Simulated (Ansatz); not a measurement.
# CH6BClO: the cost of one run

All numbers below are computed with Ansatz 0.2.0 (RKS revPBE/def2-SVP).

## 1. Starting point

Bond lengths: C2–H3 1.110 Å, C2–H4 1.110 Å, C2–H5 1.110 Å, B1–Cl6 1.860 Å, B1–H7 1.190 Å, B1–O8 1.710 Å, O8–H9 1.010 Å, C2–H10 1.168 Å, O8–H10 1.161 Å. Angles: H3–C2–H4 109.4°, H3–C2–H5 109.4°, H3–C2–H10 74.3°, H4–C2–H5 109.4°, H4–C2–H10 65.9°, H5–C2–H10 175.1°, Cl6–B1–H7 120.0°, Cl6–B1–O8 105.6°, H7–B1–O8 92.7°, B1–O8–H9 109.5°, B1–O8–H10 82.1°, H9–O8–H10 157.5°, C2–H10–O8 134.8°.

As a file:

```xyz
10

B     0.0000    0.0000    0.0000
C     0.0000    0.0000    1.9500
H    -0.9996   -0.3092    2.3205
H     0.7676   -0.7111    2.3205
H     0.2320    1.0203    2.3205
Cl    1.6108    0.0000   -0.9300
H    -1.0305    0.0000   -0.5950
O    -0.2190   -1.6079    0.5392
H    -0.6224   -2.1606   -0.2037
H    -0.1495   -1.0979    1.5797
```

## 2. Pulling towards end A

Springs on the bonds that form and break draw the guess towards this end; the thresholds are loose.

Contents of input.yaml:

```yaml
crystal:
  periodic: [false, false, false]
  atoms:
    - { symbol: B, position_ang: [0.0, 0.0, 0.0] }
    - { symbol: C, position_ang: [0.0, 0.0, 1.95] }
    - { symbol: H, position_ang: [-0.9996, -0.3092, 2.3205] }
    - { symbol: H, position_ang: [0.7676, -0.7111, 2.3205] }
    - { symbol: H, position_ang: [0.232, 1.0203, 2.3205] }
    - { symbol: Cl, position_ang: [1.6108, 0.0, -0.93] }
    - { symbol: H, position_ang: [-1.0305, 0.0, -0.595] }
    - { symbol: O, position_ang: [-0.219, -1.6079, 0.5392] }
    - { symbol: H, position_ang: [-0.6224, -2.1606, -0.2037] }
    - { symbol: H, position_ang: [-0.1495, -1.0979, 1.5797] }
basis:
  gaussian: { orbitals: def2-SVP }
hamiltonian:
  xc: revpbe
relax:
  f_tol: 0.15
  max_steps: 25
  restrain:
    - { distance: [0, 7], at: 2.61, k: 30.0 }
    - { distance: [9, 1], at: 2.31, k: 30.0 }
    - { distance: [0, 1], at: 1.6, k: 30.0 }
    - { distance: [9, 7], at: 1.01, k: 30.0 }
```

Command:

```
ansatz run input.yaml --threads 2 --pin off --max-ram 3072MiB --backend cpu --events-out ev --progress --plain --runs-dir out
```

**Question.** How long does this run take on 2 threads of Arm Neoverse V2, shared host, and how much memory does it need?

About 18 s, with a peak of 0.14 GiB.
